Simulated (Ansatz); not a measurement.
**CH2BrFOSi: small, medium and large basis sets**

An exercise on one series of results from a longer session: the logs are not shown, and one member is left open.

Program: Ansatz 0.2.0, Gaussian basis. Level of theory: one geometry, several basis sets. These are calculated values, not measurements.

Plan: PBE0-D4/def2-SVP; ωB97M-V/def2-SVP; PBE0-D4/def2-QZVPP; ωB97M-V/def2-QZVPP; the functionals' def2-TZVPP values are taken from earlier runs.

### The geometry

The geometry comes from an earlier relaxation with PBE0-D4 in a triple-zeta def2 set; it is a stationary point, not always the lowest conformer.

SMILES `FC1(Br)O[SiH2]1`, 7 atoms, charge 0, spin multiplicity 1.

Atoms are counted from 1 here; the program's logs count them from 0.

Bond lengths: F1–C2 1.342 Å, C2–Br3 1.934 Å, C2–O4 1.391 Å, C2–Si5 1.816 Å, O4–Si5 1.694 Å, Si5–H6 1.475 Å, Si5–H7 1.475 Å. Angles: F1–C2–Br3 108.6°, F1–C2–O4 112.7°, F1–C2–Si5 124.6°, Br3–C2–O4 114.1°, Br3–C2–Si5 124.0°, O4–C2–Si5 62.1°, C2–O4–Si5 71.4°, C2–Si5–O4 46.5°, C2–Si5–H6 121.5°, C2–Si5–H7 121.7°, O4–Si5–H6 115.3°, O4–Si5–H7 116.3°, H6–Si5–H7 115.4°.

Set-up of the first run:

Input file in.yaml:

```yaml
crystal:
  periodic: [false, false, false]
  atoms:
    - {symbol: F, position_ang: [-0.738406, -1.278664, 1.321256]}
    - {symbol: C, position_ang: [0.078120, -0.729801, 0.408619]}
    - {symbol: Br, position_ang: [1.772728, -1.661409, 0.455971]}
    - {symbol: O, position_ang: [-0.498140, -0.662165, -0.855562]}
    - {symbol: Si, position_ang: [-0.156474, 0.912192, -0.331752]}
    - {symbol: H, position_ang: [-1.335061, 1.740933, -0.013994]}
    - {symbol: H, position_ang: [0.938433, 1.610913, -1.030338]}
basis:
  gaussian: {orbitals: def2-SVP}
hamiltonian: {xc: pbe0, dispersion: d4}
output: {orbitals: {seedname: orbitals}}
```

Run with:

```console
ansatz run in.yaml --threads 4 --pin off --events-out ev --progress --plain --max-ram 10444MiB
```

Among the steps run: PBE0-D4 in def2-SVP; ωB97M-V in def2-SVP; PBE0-D4 in def2-QZVPP; ωB97M-V in def2-QZVPP.

One of the session's tables, all rows but one given; the rest of the session is left out.

It belongs to the step «Functionals by basis». 

```
functional       basis  HOMO (eV)
   PBE0-D4    def2-SVP      -7.65
   PBE0-D4  def2-TZVPP          ?
   PBE0-D4  def2-QZVPP      -7.76
   ωB97M-V    def2-SVP      -9.79
   ωB97M-V  def2-TZVPP      -9.91
   ωB97M-V  def2-QZVPP      -9.93
```

Q: Estimate the row for PBE0-D4, def2-TZVPP from the others.

**Answer.** HOMO (eV): -7.74. In the column «HOMO (eV)» it lies between PBE0-D4, def2-QZVPP (-7.76) and PBE0-D4, def2-SVP (-7.65).
